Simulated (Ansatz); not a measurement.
# AlFH₄NOP: basis-set convergence

An exercise on one series of results from a longer session: the logs are not shown, and one member is left open.

The runs use Ansatz 0.2.0, Gaussian basis; one geometry, several basis sets.

The runs, in order: PBE0-D4/def2-SVP; ωB97M-V/def2-SVP; PBE0-D4/def2-QZVPP; ωB97M-V/def2-QZVPP; the functionals' def2-TZVPP values are taken from earlier runs.

## Structure used throughout

The geometry comes from an earlier relaxation with PBE0-D4 in a triple-zeta def2 set; it is a stationary point, not always the lowest conformer.

SMILES `[NH2][Al]([F])[PH]O`, 9 atoms, charge 0, spin multiplicity 1.

Atoms are counted from 1 here; the program's logs count them from 0.

Bond lengths: N1–Al2 1.755 Å, N1–H6 1.007 Å, N1–H7 1.006 Å, Al2–F3 1.652 Å, Al2–P4 2.334 Å, P4–O5 1.677 Å, P4–H8 1.430 Å, O5–H9 0.960 Å. Angles: Al2–N1–H6 122.5°, Al2–N1–H7 126.3°, H6–N1–H7 111.1°, N1–Al2–F3 119.8°, N1–Al2–P4 121.0°, F3–Al2–P4 119.0°, Al2–P4–O5 96.2°, Al2–P4–H8 92.8°, O5–P4–H8 100.3°, P4–O5–H9 109.0°.

Set-up of the first run:

Contents of in.yaml:

```yaml
crystal:
  periodic: [false, false, false]
  atoms:
    - {symbol: N, position_ang: [1.489176, 1.004641, -0.185824]}
    - {symbol: Al, position_ang: [0.882394, -0.572897, 0.285240]}
    - {symbol: F, position_ang: [1.905278, -1.677444, 0.966001]}
    - {symbol: P, position_ang: [-1.322749, -1.196093, -0.158391]}
    - {symbol: O, position_ang: [-1.889891, 0.351097, -0.471477]}
    - {symbol: H, position_ang: [0.893899, 1.722735, -0.565905]}
    - {symbol: H, position_ang: [2.431740, 1.338930, -0.072447]}
    - {symbol: H, position_ang: [-1.643249, -1.310235, 1.230344]}
    - {symbol: H, position_ang: [-2.658097, 0.292967, -1.044640]}
basis:
  gaussian: {orbitals: def2-SVP}
hamiltonian: {xc: pbe0, dispersion: d4}
output: {orbitals: {seedname: orbitals}}
```

Among the steps run: PBE0-D4 in def2-SVP; ωB97M-V in def2-SVP; PBE0-D4 in def2-QZVPP; ωB97M-V in def2-QZVPP.

One table of the session follows, with a row left open; its other results are not shown here.

It belongs to the step «Density functionals: the series». 

| functional | basis | HOMO (eV) |
| --- | --- | --- |
| PBE0-D4 | def2-SVP | -6.73 |
| PBE0-D4 | def2-TZVPP | -6.92 |
| PBE0-D4 | def2-QZVPP | -6.97 |
| ωB97M-V | def2-SVP | -8.80 |
| ωB97M-V | def2-TZVPP | -9.01 |
| ωB97M-V | def2-QZVPP | ? |

Estimate the missing values for ωB97M-V, def2-QZVPP.

As computed: HOMO (eV): -9.07. In the column «HOMO (eV)» it is the lowest.
